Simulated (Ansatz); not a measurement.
# C₃H₄F₂O₃Ti: taking an electron away

The task here is to estimate one member of a computed series from the others.

The runs use Ansatz 0.2.0, Gaussian basis; unrestricted cation, the program's frozen cores in correlated methods.

Levels to be run: UKS PBE-D4/def2-TZVPP; UKS r2SCAN-D4/def2-TZVPP; UKS PBE0-D4/def2-TZVPP; UKS B3LYP-D4/def2-TZVPP; UKS wB97X-V/def2-TZVPP; UKS wB97M-V/def2-TZVPP; UKS B2PLYP/def2-TZVPP; UHF-CCSD(T)/def2-TZVPP; UHF-MP2/def2-QZVPP; extrapolation to the limit; then −ε(HOMO) from the neutral's earlier runs with LDA (SPW92), PBE-D4, revPBE-D4, BLYP-D4, r2SCAN-D4, B97M-V, PBE0-D4, B3LYP-D4, r2SCANh-D4, r2SCAN0-D4, HSE06-D4, BHLYP-D4, CAM-B3LYP-D4, LC-ωPBE, ωB97X-V, ωB97M-V.

### Structure used throughout

An earlier PBE0-D4 in a triple-zeta def2 set relaxation fixed the geometry.

SMILES `[OH][Ti-]1([F])([F])[O]C=CC=[O+]1`, 13 atoms, charge 0, spin multiplicity 1.

Atoms are counted from 1 here; the program's logs count them from 0.

Bond lengths: O1–Ti2 1.786 Å, O1–H10 0.961 Å, Ti2–F3 1.772 Å, Ti2–F4 1.761 Å, Ti2–O5 2.048 Å, Ti2–O9 1.973 Å, O5–C6 1.252 Å, C6–C7 1.396 Å, C6–H11 1.097 Å, C7–C8 1.378 Å, C7–H12 1.080 Å, C8–O9 1.272 Å, C8–H13 1.094 Å. Angles: Ti2–O1–H10 122.1°, O1–Ti2–F3 98.4°, O1–Ti2–F4 115.2°, O1–Ti2–O5 89.5°, O1–Ti2–O9 116.9°, F3–Ti2–F4 97.6°, F3–Ti2–O5 168.0°, F3–Ti2–O9 86.7°, F4–Ti2–O5 87.1°, F4–Ti2–O9 126.4°, O5–Ti2–O9 81.6°, Ti2–O5–C6 133.5°, O5–C6–C7 124.7°, O5–C6–H11 116.5°, C7–C6–H11 118.9°, C6–C7–C8 119.8°, C6–C7–H12 120.2°, C8–C7–H12 120.0° and more.

Geometry (Å):

```mol
C3H4F2O3Ti
  3D, bonds by distance, orders not assigned

 13 13  0  0  0  0  0  0  0  0999 V2000
    1.0794    2.0699   -0.9876 O   0  0
    1.3791    0.3590   -0.5700 Ti  0  0
    2.9153    0.5684    0.2872 F   0  0
    1.9819   -0.6401   -1.8894 F   0  0
   -0.5071   -0.1090   -1.2149 O   0  0
   -1.5431   -0.5040   -0.6332 C   0  0
   -1.6234   -0.8058    0.7277 C   0  0
   -0.5053   -0.6824    1.5243 C   0  0
    0.6412   -0.2858    1.1423 O   0  0
    1.7492    2.7492   -0.8686 H   0  0
   -2.4381   -0.6228   -1.2555 H   0  0
   -2.5540   -1.1515    1.1532 H   0  0
   -0.5750   -0.9453    2.5845 H   0  0
  1  2  8  0
  2  3  8  0
  2  4  8  0
  2  5  8  0
  5  6  8  0
  6  7  8  0
  7  8  8  0
  8  9  8  0
  1 10  8  0
  6 11  8  0
  7 12  8  0
  8 13  8  0
  2  9  8  0
M  END
```

Set-up of the first run:

in.yaml

```yaml
crystal:
  periodic: [false, false, false]
  atoms:
    - {symbol: O, position_ang: [1.079364, 2.069875, -0.987589]}
    - {symbol: Ti, position_ang: [1.379088, 0.359036, -0.569972]}
    - {symbol: F, position_ang: [2.915281, 0.568381, 0.287171]}
    - {symbol: F, position_ang: [1.981867, -0.640106, -1.889376]}
    - {symbol: O, position_ang: [-0.507091, -0.109015, -1.214923]}
    - {symbol: C, position_ang: [-1.543061, -0.503950, -0.633218]}
    - {symbol: C, position_ang: [-1.623383, -0.805753, 0.727734]}
    - {symbol: C, position_ang: [-0.505342, -0.682356, 1.524339]}
    - {symbol: O, position_ang: [0.641229, -0.285796, 1.142260]}
    - {symbol: H, position_ang: [1.749199, 2.749229, -0.868574]}
    - {symbol: H, position_ang: [-2.438088, -0.622792, -1.255530]}
    - {symbol: H, position_ang: [-2.554008, -1.151503, 1.153201]}
    - {symbol: H, position_ang: [-0.575035, -0.945252, 2.584467]}
basis:
  gaussian: {orbitals: def2-TZVPP}
total_charge: 1
magnetization: {spin_polarized: true, initial_magnetization: 1}
hamiltonian: {xc: pbe, dispersion: d4}
```

Run with:

```bash
> ansatz run in.yaml --threads 4 --pin off --events-out ev --progress --plain --max-ram 66560MiB --backend cuda --devices 0, --max-vram 37GiB
```

Among the steps run: Cation, UKS PBE-D4/def2-TZVPP; Cation, UKS r2SCAN-D4/def2-TZVPP; Cation, UKS PBE0-D4/def2-TZVPP; Cation, UKS B3LYP-D4/def2-TZVPP; Cation, UKS wB97X-V/def2-TZVPP; Cation, UKS wB97M-V/def2-TZVPP; Cation, UKS B2PLYP (frozen core)/def2-TZVPP; Cation, UHF-CCSD(T)/def2-TZVPP; Cation, UHF-MP2/def2-QZVPP.

One table of the session follows, with a row left open; its other results are not shown here.

Orbital estimates, from the neutral's runs:

```
  functional  −ε(HOMO) (eV)
 LDA (SPW92)           7.08
      PBE-D4           6.83
   revPBE-D4           6.74
     BLYP-D4           6.69
   r2SCAN-D4           7.06
      B97M-V           7.06
     PBE0-D4              ?
    B3LYP-D4           7.75
  r2SCANh-D4           7.49
  r2SCAN0-D4           8.13
    HSE06-D4           7.56
    BHLYP-D4           8.96
CAM-B3LYP-D4           9.21
     LC-ωPBE          10.43
     ωB97X-V          10.12
     ωB97M-V          10.05
```

**Question.** Estimate the row for PBE0-D4.

**Answer.** −ε(HOMO) (eV): 7.95. In the column «−ε(HOMO) (eV)» it lies between B3LYP-D4 (7.75) and r2SCAN0-D4 (8.13).

To keep in mind: The cation may have settled in a state other than its lowest; no search over hole states beyond the program's own was made.
